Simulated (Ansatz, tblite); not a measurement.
# Sn24H30 hole sphere (Sn24H30): which spin state is lowest

Aim: set other spin states of Sn24H30 hole sphere (Sn24H30) against its singlet, on many levels of theory.

Method: as each input shows; program: Ansatz 0.2.0, Gaussian basis.

The runs, in order: triplet, at the geometry of the singlet (GFN1-xTB, GFN2-xTB, PBE0-D4/def2-TZVP, PBE-D4/def2-TZVP); the singlet's energies come from earlier runs.

## 1. The geometry

The geometry is that of the singlet, from an earlier relaxation (PBE-D4/def2-SVP).

54 atoms, charge 0, spin multiplicity 1.

Bond lengths: Sn1–Sn2 2.824 Å, Sn1–Sn5 2.828 Å, Sn1–H25 1.738 Å, Sn1–H26 1.738 Å, Sn2–Sn7 2.822 Å, Sn2–H27 1.738 Å, Sn2–H28 1.738 Å, Sn3–Sn4 2.819 Å, Sn3–Sn5 2.838 Å, Sn3–Sn14 2.819 Å, Sn3–H29 1.745 Å, Sn4–Sn9 2.819 Å, Sn4–H30 1.737 Å, Sn4–H31 1.739 Å, Sn5–Sn6 2.829 Å, Sn5–Sn15 2.827 Å, Sn6–Sn8 2.837 Å, Sn6–Sn10 2.827 Å and more. Angles: Sn2–Sn1–Sn5 111.0°, Sn2–Sn1–H25 109.9°, Sn2–Sn1–H26 110.1°, Sn5–Sn1–H25 109.3°, Sn5–Sn1–H26 109.6°, H25–Sn1–H26 106.9°, Sn1–Sn2–Sn7 109.4°, Sn1–Sn2–H27 110.1°, Sn1–Sn2–H28 110.1°, Sn7–Sn2–H27 110.1°, Sn7–Sn2–H28 110.1°, H27–Sn2–H28 107.1°, Sn4–Sn3–Sn5 109.2°, Sn4–Sn3–Sn14 110.4°, Sn4–Sn3–H29 109.5°, Sn5–Sn3–Sn14 109.6°, Sn5–Sn3–H29 108.7°, Sn14–Sn3–H29 109.4° and more.

Sn takes a core potential in the def2 sets. No spin-orbit coupling is included.

## 2. Triplet at the fixed geometry, GFN1-xTB

Tight binding, by tblite at 300 K electronic temperature and without a spin-polarisation term:

```python
tblite.interface.Calculator('GFN1-xTB', numbers, positions, charge=0, uhf=2).singlepoint()
```

Energy -2091.4811 eV; 0.6 s.

## 3. Triplet at the fixed geometry, GFN2-xTB

Tight binding, by tblite at 300 K electronic temperature and without a spin-polarisation term:

```python
tblite.interface.Calculator('GFN2-xTB', numbers, positions, charge=0, uhf=2).singlepoint()
```

Energy -1805.1910 eV; 1.3 s.

## 4. Triplet at the fixed geometry, PBE0-D4/def2-TZVP

Contents of in.yaml:

```yaml
crystal:
  periodic: [false, false, false]
  atoms:
    - {symbol: Sn, position_ang: [-0.013416, -5.325687, 0.071972]}
    - {symbol: Sn, position_ang: [0.004917, -5.341888, 2.895868]}
    - {symbol: Sn, position_ang: [0.009530, -2.651166, -3.765298]}
    - {symbol: Sn, position_ang: [-2.312419, -1.345400, -4.686890]}
    - {symbol: Sn, position_ang: [0.001976, -2.680354, -0.927616]}
    - {symbol: Sn, position_ang: [-2.268694, -1.313829, 0.061009]}
    - {symbol: Sn, position_ang: [0.004712, -2.685408, 3.847400]}
    - {symbol: Sn, position_ang: [-2.278073, -1.320276, 2.898168]}
    - {symbol: Sn, position_ang: [-2.303937, 1.317842, -3.762204]}
    - {symbol: Sn, position_ang: [-2.319794, 1.335367, -0.924987]}
    - {symbol: Sn, position_ang: [-4.601119, 2.676494, 0.071292]}
    - {symbol: Sn, position_ang: [-2.327033, 1.339277, 3.847477]}
    - {symbol: Sn, position_ang: [-4.629212, 2.664225, 2.894811]}
    - {symbol: Sn, position_ang: [2.318372, -1.323431, -4.690226]}
    - {symbol: Sn, position_ang: [2.270045, -1.310087, 0.058472]}
    - {symbol: Sn, position_ang: [2.283369, -1.315057, 2.895616]}
    - {symbol: Sn, position_ang: [2.287532, 1.338655, -3.764377]}
    - {symbol: Sn, position_ang: [-0.015190, 2.682575, -4.680734]}
    - {symbol: Sn, position_ang: [2.316806, 1.340317, -0.927157]}
    - {symbol: Sn, position_ang: [-0.001714, 2.620356, 0.062256]}
    - {symbol: Sn, position_ang: [2.326121, 1.344173, 3.845727]}
    - {symbol: Sn, position_ang: [-0.002234, 2.632801, 2.899478]}
    - {symbol: Sn, position_ang: [4.621823, 2.641071, 0.068087]}
    - {symbol: Sn, position_ang: [4.624868, 2.673809, 2.891598]}
    - {symbol: H, position_ang: [-1.424207, -6.153545, -0.516253]}
    - {symbol: H, position_ang: [1.368070, -6.186336, -0.537975]}
    - {symbol: H, position_ang: [-1.387180, -6.190668, 3.497432]}
    - {symbol: H, position_ang: [1.408899, -6.184034, 3.478680]}
    - {symbol: H, position_ang: [0.019604, -4.298526, -4.340772]}
    - {symbol: H, position_ang: [-3.717869, -2.165412, -4.078321]}
    - {symbol: H, position_ang: [-2.396461, -1.390226, -6.422854]}
    - {symbol: H, position_ang: [-3.699323, -2.140312, -0.503164]}
    - {symbol: H, position_ang: [0.005620, -2.658547, 5.591559]}
    - {symbol: H, position_ang: [-3.713653, -2.151136, 3.441714]}
    - {symbol: H, position_ang: [-3.737785, 2.132924, -4.332178]}
    - {symbol: H, position_ang: [-6.039019, 1.918296, -0.544008]}
    - {symbol: H, position_ang: [-4.603357, 4.312785, -0.515343]}
    - {symbol: H, position_ang: [-2.305733, 1.325604, 5.591650]}
    - {symbol: H, position_ang: [-6.058751, 1.863784, 3.474064]}
    - {symbol: H, position_ang: [-4.672694, 4.292579, 3.500318]}
    - {symbol: H, position_ang: [2.396079, -1.371014, -6.426502]}
    - {symbol: H, position_ang: [3.734367, -2.128112, -4.085585]}
    - {symbol: H, position_ang: [3.701793, -2.133759, -0.506849]}
    - {symbol: H, position_ang: [3.720840, -2.143471, 3.437895]}
    - {symbol: H, position_ang: [3.710655, 2.171135, -4.336122]}
    - {symbol: H, position_ang: [-0.013157, 2.790874, -6.415912]}
    - {symbol: H, position_ang: [-0.023940, 4.305082, -4.059683]}
    - {symbol: H, position_ang: [-0.003928, 4.271899, -0.503703]}
    - {symbol: H, position_ang: [2.306373, 1.330338, 5.589889]}
    - {symbol: H, position_ang: [-0.003258, 4.291693, 3.442303]}
    - {symbol: H, position_ang: [6.038125, 1.820555, -0.517058]}
    - {symbol: H, position_ang: [4.687854, 4.264350, -0.549612]}
    - {symbol: H, position_ang: [6.056716, 1.896571, 3.496413]}
    - {symbol: H, position_ang: [4.648074, 4.312236, 3.470202]}
basis:
  gaussian: {orbitals: def2-TZVP, fitting: {mean_field: def2-universal-jkfit}}
magnetization: {spin_polarized: true, initial_magnetization: 2}
hamiltonian: {xc: pbe0, dispersion: d4}
scf: {omitted_lower_state_checks: [starts]}
output: {orbitals: {seedname: orbitals}}
```

Run with:

```bash
> ansatz run in.yaml --threads 11 --pin off --events-out ev --progress --plain --max-ram 174080MiB --backend cuda --devices 0, --max-vram 75GiB
```

What it wrote:

```text
Functional definition: PBE0
  name "PBE0"
  cite "Adamo & Barone, J. Chem. Phys. 110, 6158 (1999) doi:10.1063/1.478522"
  cite "Perdew, Burke & Ernzerhof, Phys. Rev. Lett. 77, 3865 (1996) doi:10.1103/PhysRevLett.77.3865"
  parent pbe
  parameter a = 0.25
  parameter kappa = 0.804
  parameter beta = 0.06672455060314922
  exchange = (1 - a)*pbe_x(kappa = kappa, mu = beta*pi^2/3) + a*exact_x
  correlation = pbe_c(beta = beta)
these checks for a lower state are left out or cut short: starts
5772 factors; integrals over basis functions are off by at most 6.2e-1 eV
mean field evaluation 1: about -140460.1649 eV, gradient 2.5e1 eV
mean field evaluation 2: about -140461.1428 eV, gradient 2.0e1 eV
mean field evaluation 4: about -140462.9227 eV, gradient 5.6e0 eV
mean field evaluation 8: about -140463.1534 eV, gradient 6.4e-1 eV
mean field evaluation 16: about -140463.3063 eV, gradient 6.3e-2 eV
mean field -140463.30733274 eV, -5161.9313350290 hartree, gradient 5.4e-6 eV, S^2 2.005305; 0 other end points of the search recorded, 0 dependent functions left out
reference -140463.30748343 eV, -5161.9313405667 hartree; 280, 278 occupied and 1100, 1102 virtual orbitals, 5772 factors
Total energy: -140467.31031806 eV, -5162.0784420262 hartree
Checks for a lower state left out: starts
```

It took 79 s on 1 × H100 with 11 threads of AMD EPYC 7R13, shared host; peak host memory 2.6 GiB.

From the report: HOMO -3.34 eV, LUMO -5.56 eV (over both spins; with the spin held, an empty level of the minority spin lies below the top filled one); ⟨S²⟩ 2.005 (pure: 2.00).

## 5. Triplet at the fixed geometry, PBE-D4/def2-TZVP

start.molden holds the orbitals of an earlier run on this state, given as this run's starting guess.

Edit in.yaml of step 4 so:

```diff
@@ -58,5 +58,5 @@
 basis:
-  gaussian: {orbitals: def2-TZVP, fitting: {mean_field: def2-universal-jkfit}}
+  gaussian: {orbitals: def2-TZVP, fitting: {mean_field: def2-universal-jkfit}, initial_orbitals: start.molden}
 magnetization: {spin_polarized: true, initial_magnetization: 2}
-hamiltonian: {xc: pbe0, dispersion: d4}
+hamiltonian: {xc: pbe, dispersion: d4}
 scf: {omitted_lower_state_checks: [starts]}
```

Same command.

What it wrote:

```text
Functional definition: PBE
  name "PBE"
  cite "Perdew, Burke & Ernzerhof, Phys. Rev. Lett. 77, 3865 (1996) doi:10.1103/PhysRevLett.77.3865"
  parent pbe
  parameter kappa = 0.804
  parameter beta = 0.06672455060314922
  exchange = pbe_x(kappa = kappa, mu = beta*pi^2/3)
  correlation = pbe_c(beta = beta)
these checks for a lower state are left out or cut short: starts
5772 factors; integrals over basis functions are off by at most 6.2e-1 eV
mean field evaluation 1: about -140455.3694 eV, gradient 1.4e1 eV
mean field evaluation 2: about -140456.3402 eV, gradient 1.1e0 eV
mean field evaluation 4: about -140456.3852 eV, gradient 2.5e-1 eV
mean field evaluation 8: about -140456.4014 eV, gradient 7.3e-3 eV
mean field evaluation 16: about -140456.4035 eV, gradient 6.0e-3 eV
mean field -140456.40349318 eV, -5161.6776236048 hartree, gradient 2.8e-6 eV, S^2 2.001337; 0 other end points of the search recorded, 0 dependent functions left out
reference -140456.40369384 eV, -5161.6776309788 hartree; 280, 278 occupied and 1100, 1102 virtual orbitals, 5772 factors
Total energy: -140460.69824807 eV, -5161.8354529356 hartree
Checks for a lower state left out: starts
```

Wall time 40 s (1 × H100 with 11 threads of AMD EPYC 7R13, shared host); peak host memory 2.5 GiB.

Report: HOMO -3.13 eV, LUMO -5.74 eV (over both spins; with the spin held, an empty level of the minority spin lies below the top filled one); ⟨S²⟩ 2.001 (pure: 2.00).

## 6. Triplet less singlet, vertical

The singlet's energies are those of its earlier runs, whose logs aren't repeated here.

```csv
level,"triplet less singlet, vertical (kJ/mol)",time
GFN1-xTB,+118.6,1.1 s
GFN2-xTB,+76.2,2.5 s
PBE-D4/def2-TZVP,+255.9,50 s
PBE0-D4/def2-TZVP,+312.2,94 s
```

Times add the two runs; a level without a time comes out of a correlated run. Tight binding without a spin term can't rank spin states.

## 7. Summary of results

| quantity | value |
| --- | --- |
| triplet less singlet, vertical, functionals in def2-TZVP | +255.9 (PBE-D4) to +312.2 kJ/mol (PBE0-D4) |

What this shows: All functionals put the triplet above the singlet, over a spread of 56.3 kJ/mol. The checks for a lower triplet were left out, so another state of that spin may lie lower. These are electronic energies, without zero-point motion, entropy or surroundings.
